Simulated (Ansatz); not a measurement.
# Sn: how well frozen cores do

The same cell of Sn is computed with full-potential LAPW, PAW on the default files and datasets made for this crystal, to set the results side by side.

Method: DFT PBEsol, scalar-relativistic, in Ansatz 0.2.0.

## (1) The structure to begin with

It takes space group I4/mmm (No. 139, tetragonal). Conventional cell: a = 3.182 Å, b = 3.182 Å, c = 5.831 Å, α = 90.00°, β = 90.00°, γ = 90.00°. Sn (site symmetry 4/mmm) has 4 Sn at 3.18 Å as nearest neighbours.

Coordinates:

```
CELL_PARAMETERS angstrom
-1.59075 1.59075 2.91565
1.59075 -1.59075 2.91565
1.59075 1.59075 -2.91565
ATOMIC_POSITIONS crystal
Sn 0.00000 0.00000 0.00000
```

The structure is an experimental refinement, used without relaxation.

## (2) Full-potential LAPW

Contents of input.yaml:

```yaml
crystal:
  lattice:
    - [-1.59075, 1.59075, 2.91565]
    - [1.59075, -1.59075, 2.91565]
    - [1.59075, 1.59075, -2.91565]
  atoms:
    - { symbol: Sn, position: [0.0, 0.0, 0.0] }
kpoints:
  mp_grid: { grid: [18, 18, 18] }
  band_path:
    path:
      - [0.0, 0.0, 0.0]
      - [0.0, 0.0, 0.5]
      - [0.25, 0.25, 0.25]
      - [0.0, 0.5, 0.0]
      - [0.0, 0.0, 0.0]
      - [0.5, 0.5, -0.5]
      - [0.3244171603, 0.6755828397, -0.3244171603]
      - [-0.3244171603, 0.3244171603, 0.3244171603]
      - [0.0, 0.0, 0.0]
    npoints: 14
scf:
  occupations: { method: fermi_dirac, width: 0.03 }
hamiltonian:
  xc: pbesol
  pseudopotentials: { kind: all_electron, lapw: { basis_error: 0.001 } }
output:
  forces: true
  stress: true
  eigenvalues: true
  populations: true
  dos: { projected: true, de: 0.2, e_range: [-14, 8] }
```

On the command line:

```bash
$ ansatz run input.yaml --threads 1 --pin off --max-ram 3072MiB --backend cpu --events-out ev --progress --plain --runs-dir out
```

What it wrote:

```text
Sn: projections on atomic orbitals take those of the free atom 1s2 2s2 2p6 3s2 3p6 3d10 4s2 4p6 4d10 5s2 5p2, of charge +0.00 (hamiltonian.pseudopotentials.projection_atoms)
LAPW: plane waves up to 6.981 Å⁻¹, error target 1.0e-3 eV per atom; small_component_spin mean_spin; Sn in spheres of 1.591 Å, 22 of its electrons in bands, Dirac shells []
Engine: ansatz 0.2.0
Pseudopotentials: kind: all_electron
Pseudopotential: Sn, LAPW, valence charge 22, Koelling and Harmon's equation, gaussian nucleus
Functional definition: PBEsol
  exchange = pbesol_x
  correlation = pbesol_c
Crystal: 1 atoms, lattice volume = 29.512 Å³
Basis set: ecut = 185.6692756462155 eV, 171 PW (Γ), FFT grids on a1+a3, a2+a3, a3, exchange–correlation at level 2
Bands: 15, of which v1, the nominal top of the filled ones, is band 11 counted from 1 (10 counted from 0)
Symmetry: 16 space group operations
Space group: I4/mmm (ITA 139), of the structure as read, at distance tolerance 3.1e-5 Å
k-points: 480 of 5832
Non-local potential: Sn, projectors of the file, none
Initial density: superposition of atomic densities (chi_scale 0.1, normalization cell)
Initial wavefunctions: plane waves of lowest kinetic energy (no species holds an atomic orbital)
Functional: x = pbesol(κ = 0.804, μ = 0.12345679012345678), c = pbesol(β = 0.046)
iter 1 solved again at ethr=6.44e-5 eV; its pass at ethr=1.00e-1 eV (dr2=1.42e-2 eV) is discarded
SCF iter   1: F=—  HF=-168014.944078 eV  |F-HF|=—  |Δ(HF+E_count)|=         —  Δρ=7.29e-3  dr2=1.42e-2  ethr=6.44e-5  ⟨swp⟩=3.2  Hψ=50694  notcnv=0
preconditioner: auto → Kerker (q_TF=auto, 2.598 Å⁻¹)  [metal: Δε(μ)=0.018 eV  Ē_g=22.493 eV  σ=0.030 eV  W_gap=0.15  n_scr=10 (ndim 8)  ℏωp=25.6 eV  f_vac=0.000  D(μ)=0.55/eV (n_scr^D=0)]
SCF iter   2: F=—  HF=-168014.929771 eV  |F-HF|=—  |Δ(HF+E_count)|=   1.43e-2  Δρ=4.59e-3  dr2=6.32e-3  ethr=6.44e-5  ⟨swp⟩=2.0  Hψ=21729  notcnv=0
SCF iter   3: F=—  HF=-168014.927929 eV  |F-HF|=—  |Δ(HF+E_count)|=   1.84e-3  Δρ=2.36e-3  dr2=1.89e-3  ethr=2.87e-5  ⟨swp⟩=2.0  Hψ=20818  notcnv=0
SCF iter   4: F=—  HF=-168014.927665 eV  |F-HF|=—  |Δ(HF+E_count)|=   2.64e-4  Δρ=9.94e-4  dr2=3.81e-4  ethr=8.58e-6  ⟨swp⟩=2.0  Hψ=20781  notcnv=0
iter 5 solved again at ethr=4.70e-8 eV; its pass at ethr=1.73e-6 eV (dr2=1.03e-5 eV) is discarded
SCF iter   5: F=—  HF=-168014.927742 eV  |F-HF|=—  |Δ(HF+E_count)|=   7.70e-5  Δρ=1.64e-4  dr2=1.03e-5  ethr=4.70e-8  ⟨swp⟩=2.0  Hψ=35189  notcnv=0
SCF iter   6: F=—  HF=-168014.927743 eV  |F-HF|=—  |Δ(HF+E_count)|=   8.55e-7  Δρ=6.60e-5  dr2=1.81e-6  ethr=4.69e-8  ⟨swp⟩=2.0  Hψ=20681  notcnv=0
SCF iter   7: F=—  HF=-168014.927743 eV  |F-HF|=—  |Δ(HF+E_count)|=   6.23e-8  Δρ=1.54e-5  dr2=1.08e-7  ethr=8.24e-9  ⟨swp⟩=2.0  Hψ=20681  notcnv=0
SCF iter   8: F=-168014.927743 eV  HF=-168014.927743 eV  |F-HF|=2.04e-9  |Δ(HF+E_count)|=   3.99e-9  Δρ=4.44e-6  dr2=5.33e-9  ethr=4.92e-10  ⟨swp⟩=2.0  Hψ=20681  notcnv=0
SCF 1 converged in 8 iterations: F = -168014.927743 eV  dr2 = 5.33e-9
NSCF: frozen V_eff on 113 k-points
SCF converged after 8 iterations
Free energy (F): -168014.927743 eV
Harris-Foulkes:  -168014.927743 eV  (|F-HF|=2.04e-9)
Internal energy: -168014.925970 eV  (E = F + TS)
E sigma→0 (E₀):  -168014.926856 eV
Entropy (-TS):   -0.001773 eV (-1.773 meV/atom)
Fermi energy:    12.259504 eV
--- Per-component energies (eV) ---
  E_band       = -731.134262
  E_kinetic    = 176689.078879
  E_xc         = -4421.495098
  E_electrostatic = -340282.509750  (all electrons and nuclei)
  E_smearing   = -0.001773  (= −TS)
  E_closure    = 0.000000  (closes the sum)
  E_atoms      = -168010.797820  (free atoms, spherical and without spin; not in F)
  Σ components = -168014.927743   (vs F -168014.927743, Δ=0.00e0)
  Basis errors (estimates in eV, not in F): energy 3.1e-4 per atom: plane waves 3.0e-4 (1.6e-4 summed), levels above the bands 1.3e-127, relativity 1.4e-8, radial functions 1.4e-5, core shells 7.8e-10; eigenvalues (radial functions only) 4.1e-6; not estimated: angular momenta, meshes, grids; target (lapw.basis_error) 1.0e-3; muffin-tin radii Sn 1.591 Å
--- Forces (eV/Å), atoms counted from 1 ---
  atom   1  Sn    -0.00000000     0.00000000    -0.00000000
  max |Σ_I F_I| component: 1.97e-31 eV/Å
--- Stress (GPa, compression-positive) ---
       -3.324622       0.000000       0.000000
        0.000000      -3.324622      -0.000000
        0.000000      -0.000000      -5.679020
  P = ⅓ Tr σ = -4.1094 GPa (-41.094 kbar)
--- Band table (eV; the first three rows and the last of 480) ---
  k-point 0: bands = ["-117.0041", "-72.8546", "-72.8231", "-72.8231", "-9.3045", "-9.2174", "-9.1313", "-9.1313", "-9.0475", "1.6579", "18.0028", "19.5043", "19.5043", "22.8030", "23.2944"]
  k-point 1: bands = ["-117.0041", "-72.8546", "-72.8232", "-72.8232", "-9.2944", "-9.2131", "-9.1342", "-9.1311", "-9.0517", "1.7520", "17.9210", "18.8977", "19.0989", "22.5589", "22.8649"]
  k-point 2: bands = ["-117.0041", "-72.8546", "-72.8236", "-72.8235", "-9.2651", "-9.2011", "-9.1426", "-9.1307", "-9.0638", "2.0346", "17.6402", "17.7228", "18.1860", "21.4277", "22.3663"]
  k-point 479: bands = ["-117.0041", "-72.8554", "-72.8233", "-72.8233", "-9.3291", "-9.2292", "-9.0684", "-9.0684", "-9.0347", "4.9886", "8.0209", "16.5100", "16.5100", "19.8405", "20.1137"]
--- Löwdin populations: 1 site ---
  site symbol       q [e]
     0     Sn     49.9732
  spilling = 0.000536 (of n_electrons = 50.000000)
```

Wall time 42 s (1 thread of Arm Neoverse V1, shared host); peak memory 0.52 GiB.

Result: pressure -4.11 GPa; no gap.

At the corners of the path (eV, zero at the Fermi level):

```csv
point,band 8,band 9,band 10,band 11,band 12,band 13,band 14
Γ,-21.39,-21.31,-10.60,5.74,7.24,7.24,10.54
X,-21.34,-21.21,-3.72,-2.55,0.37,2.28,4.35
P,-21.35,-21.21,-3.63,-1.45,-1.45,1.08,7.57
N,-21.34,-21.29,-6.58,-4.18,2.85,6.55,7.72
Γ,-21.39,-21.31,-10.60,5.74,7.24,7.24,10.54
M,-21.33,-21.29,-7.27,-4.24,4.25,4.25,7.58
S,-21.35,-21.34,-6.02,-2.70,-2.24,6.14,9.13
S0,-21.35,-21.34,-6.02,-2.70,-2.24,6.14,9.13
Γ,-21.39,-21.31,-10.60,5.74,7.24,7.24,10.54
```

States per cell in windows of 1 eV (zero at the Fermi level; grid of 0.20 eV, so sharp peaks spill over the borders):

```
from  to  total  Sn 5p  Sn 5s
 -10  -9   0.19   0.06   0.13
  -9  -8   0.29   0.10   0.18
  -8  -7   0.40   0.12   0.27
  -7  -6   0.56   0.12   0.43
  -6  -5   0.33   0.07   0.26
  -5  -4   0.16   0.03   0.12
  -4  -3   0.28   0.23   0.04
  -3  -2   0.54   0.48   0.06
  -2  -1   0.58   0.49   0.09
  -1   0   0.57   0.47   0.08
   0   1   0.60   0.51   0.07
   1   2   0.67   0.57   0.06
   2   3   0.83   0.73   0.05
   3   4   0.63   0.55   0.04
   4   5   0.51   0.43   0.03
```

## (3) PAW on the default files

input.yaml: that of step 2 with these lines changed.

```diff
@@ -25,3 +25,3 @@
   xc: pbesol
-  pseudopotentials: { kind: all_electron, lapw: { basis_error: 0.001 } }
+  pseudopotentials: { kind: paw }
 output:
@@ -30,3 +30,9 @@
   eigenvalues: true
+  efg: { contact_densities: true }
   populations: true
+  bader: true
   dos: { projected: true, de: 0.2, e_range: [-14, 8] }
+  write_density: true
+  write_potential: true
+  elf: true
+  volumetric_format: npy
```

On the command line:

```bash
$ ansatz run input.yaml --threads 1 --pin off --max-ram 3072MiB --backend cpu --events-out ev --progress --plain --runs-dir out
```

What it wrote, shortened:

```text
Sn: output.efg is read without spin–orbit coupling, which moves field gradients at and beside such atoms by some per cent and up to a factor of two; PAW files take it under magnetization.noncollinear and magnetization.spin_orbit
[...]
Pseudopotentials: kind: paw
Pseudopotential: Sn, paw, valence charge 14, recommended cutoff 420 eV (normal)
Functional definition: PBEsol
[...]
Crystal: 1 atoms, lattice volume = 29.512 Å³
Basis set: ecut = 420 eV, 581 PW (Γ), exchange–correlation on 50×50×50 points (8 copies of the dense FFT grid, shifted against one another)
Bands: 11, of which v1, the nominal top of the filled ones, is band 7 counted from 1 (6 counted from 0)
Symmetry: 16 space group operations
Space group: I4/mmm (ITA 139), of the structure as read, at distance tolerance 3.1e-5 Å
k-points: 480 of 5832
[...]
  atom   1  Sn     0.00000000     0.00000000     0.00000000
[...]
--- Stress (GPa, compression-positive) ---
       -3.328595       0.000000       0.000000
        0.000000      -3.328595       0.000000
       -0.000000      -0.000000      -5.685975
  P = ⅓ Tr σ = -4.1144 GPa (-41.144 kbar)
--- PAW observables at the nuclei: V_zz in 10²¹ V/m², potentials from the cell's mean, atoms counted from 1 ---
  atom   1  Sn V_zz =    +8.487198   η = 0.0000   by run symmetry: allowed
            electrostatic potential = -8172.920077 V   contact ρ = 1234651.357839 e/Å³
--- Band table (eV; the first three rows and the last of 480) ---
  k-point 0: bands = ["-12.0126", "-11.9289", "-11.8420", "-11.8420", "-11.7557", "-1.0488", "15.2957", "16.7990", "16.7990", "20.0968", "20.5886"]
[...]
--- Löwdin populations: 1 site ---
  site symbol       q [e]
     0     Sn     13.9665
  spilling = 0.002391 (of n_electrons = 14.000000)
--- Bader charges: 1 site ---
  site symbol  charge [e]  shift [e]
     0     Sn      0.0000     0.0000
  estimated error of the sums over rays = 6.4e-7 e
```

Run time: 19 s. Hardware: 1 thread of Arm Neoverse V1, shared host; peak memory 0.45 GiB.

Result: pressure -4.11 GPa; no gap; Vzz Sn 8.49 (η = 0.00) (10²¹ V/m²).

The fields are shown in the conventional cell of this run's space group, carried over from its grid by interpolation.

Density in a lattice plane of the grid's cell (edges 3.18 and 5.83 Å, at 0.000 of the third edge), which holds Sn.

Values in e/Å³, 12 rows by 6 columns:
```
 5.85  2.00  0.31  0.16  0.31  2.00
 0.55  0.33  0.15  0.10  0.15  0.34
 0.13  0.11  0.09  0.08  0.09  0.11
 0.06  0.07  0.09  0.10  0.09  0.07
 0.06  0.07  0.12  0.16  0.12  0.07
 0.06  0.08  0.15  0.19  0.15  0.08
 0.06  0.07  0.12  0.16  0.12  0.07
 0.06  0.07  0.09  0.10  0.09  0.07
 0.13  0.11  0.09  0.08  0.09  0.11
 0.55  0.34  0.15  0.10  0.15  0.33
 5.85  2.00  0.31  0.16  0.31  2.00
16.53  4.87  0.46  0.19  0.46  4.87
```
Columns run along the first of these edges and rows up along the second, over one cell in 6 and 12 even steps from the bottom left corner. Atoms in the plane (fractional): Sn at (0.00, 0.00).

ELF in the same plane.

Ten even steps from ' ' (0.00) to '@' (0.43):
```
    ::**##%%@@@@@@%%##**::  
--==**##%%%%@@%%@@%%%%##**==
########%%%%######%%%%######
######%%##**++++++**##%%####
####****++++======++++****##
============++++++==========
::----==++****##****++==----
::::--==**##%%%%%%##**==--::
::::--++##%%@@@@@@%%##++--::
::::--++##%%@@@@@@%%##++--::
::::--++##%%@@@@@@%%##++--::
::::--==**##%%%%%%##**==--::
::----==++****##****++==----
============++++++==========
####****++++======++++****##
######%%##**++++++**##%%####
########%%%%######%%%%######
--==**##%%%%@@%%@@%%%%##**==
    ::**##%%@@@@@@%%##**::  
    ..++##%%@@@@@@%%##++..  
```
Columns run along the first of these edges and rows up along the second, over one cell in 14 and 20 even steps from the bottom left corner. Atoms in the plane (fractional): Sn at (0.00, 0.00).

Both are smooth fields of the valence electrons: close to the nuclei they are not physical.

## (4) Datasets made for this crystal

input.yaml: that of step 3 with these lines changed.

```diff
@@ -20,3 +20,3 @@
       - [0.0, 0.0, 0.0]
-    npoints: 14
+    npoints: 8
 scf:
@@ -25,3 +25,3 @@
   xc: pbesol
-  pseudopotentials: { kind: paw }
+  pseudopotentials: { kind: all_electron, datasets: crystal }
 output:
@@ -31,8 +31 @@
   efg: { contact_densities: true }
-  populations: true
-  bader: true
-  dos: { projected: true, de: 0.2, e_range: [-14, 8] }
-  write_density: true
-  write_potential: true
-  elf: true
-  volumetric_format: npy
```

On the command line:

```bash
$ ansatz run input.yaml --threads 1 --pin off --max-ram 3072MiB --backend cpu --events-out ev --progress --plain --runs-dir out
```

What it wrote, shortened:

```text
[...]
Sn: output.efg is read without spin–orbit coupling, which moves field gradients at and beside such atoms by some per cent and up to a factor of two; PAW files take it under magnetization.noncollinear and magnetization.spin_orbit
[...]
Pseudopotentials: kind: all_electron
Pseudopotential: Sn, paw, valence charge 14, recommended cutoff 240 eV (normal), Koelling and Harmon's equation, gaussian nucleus
Functional definition: PBEsol
[...]
Crystal: 1 atoms, lattice volume = 29.512 Å³
Basis set: ecut = 240 eV, 255 PW (Γ), exchange–correlation on 40×40×40 points (8 copies of the dense FFT grid, shifted against one another)
Bands: 11, of which v1, the nominal top of the filled ones, is band 7 counted from 1 (6 counted from 0)
Symmetry: 16 space group operations
Space group: I4/mmm (ITA 139), of the structure as read, at distance tolerance 3.1e-5 Å
k-points: 480 of 5832
[...]
In the spheres:  the bands' charges fall short by 9.5e-7 e at most (sound up to 1e-3)
Fermi energy:    12.259542 eV
[...]
  The terms above E_closure are by the made datasets' own strengths, without shells solved beside the bands.
--- Forces (eV/Å), atoms counted from 1 ---
  atom   1  Sn     0.00000000    -0.00000000     0.00000000
[...]
--- Stress (GPa, compression-positive) ---
       -3.325547       0.000000       0.000000
        0.000000      -3.325547       0.000000
       -0.000000      -0.000000      -5.680915
  P = ⅓ Tr σ = -4.1107 GPa (-41.107 kbar)
--- PAW observables at the nuclei: V_zz in 10²¹ V/m², potentials from the cell's mean, atoms counted from 1 ---
  atom   1  Sn V_zz =    +8.668300   η = 0.0000   by run symmetry: allowed
            electrostatic potential = -8171.001926 V   contact ρ = 1234551.358857 e/Å³
--- Band table (eV; the first three rows and the last of 480) ---
  k-point 0: bands = ["-9.3051", "-9.2167", "-9.1309", "-9.1309", "-9.0480", "1.6579", "18.0031", "19.5042", "19.5042", "22.8030"]
[...]
```

It took 27 s on 1 thread of Arm Neoverse V1, shared host; peak memory 0.55 GiB.

Result: pressure -4.11 GPa; no gap; Vzz Sn 8.67 (η = 0.00) (10²¹ V/m²).

```
atom  contact density (e/Å³)
  Sn                 1234551
```

## (5) The methods compared

| method | pressure (GPa) | Vzz Sn (10²¹ V/m²) | SCF cycles, all passes |
| --- | --- | --- | --- |
| LAPW | -4.11 | – | 8 |
| PAW | -4.11 | 8.49 | 6 |
| crystal datasets | -4.11 | 8.67 | 8 |

## (6) Outcome

| quantity | value |
| --- | --- |
| pressure | LAPW -4.11, PAW -4.11, crystal datasets -4.11 GPa |
| gap (LAPW) | none |

In words: At this geometry the cell is under tension of 4.1 GPa, so it would shrink if let go. There is no gap at this level; the crystal is a metal here. Within 0.3 eV of the Fermi level the largest projected share is Sn 5p (86 %). The projection holds only the free atom's occupied shells (Sn 5s, Sn 5p in this range). The field gradient at Sn, the largest by crystal datasets, is 8.49 by PAW and 8.67 by crystal datasets (10²¹ V/m²), within 5 %. Spin–orbit coupling is left out, which moves gradients at and beside heavy atoms by some per cent and at worst by a factor of two. In pressure, PAW differs from LAPW by less than 0.01 GPa. The price, with the outputs that each input asks for: 42 s for LAPW against 19 s for PAW, about 2.2 to one.
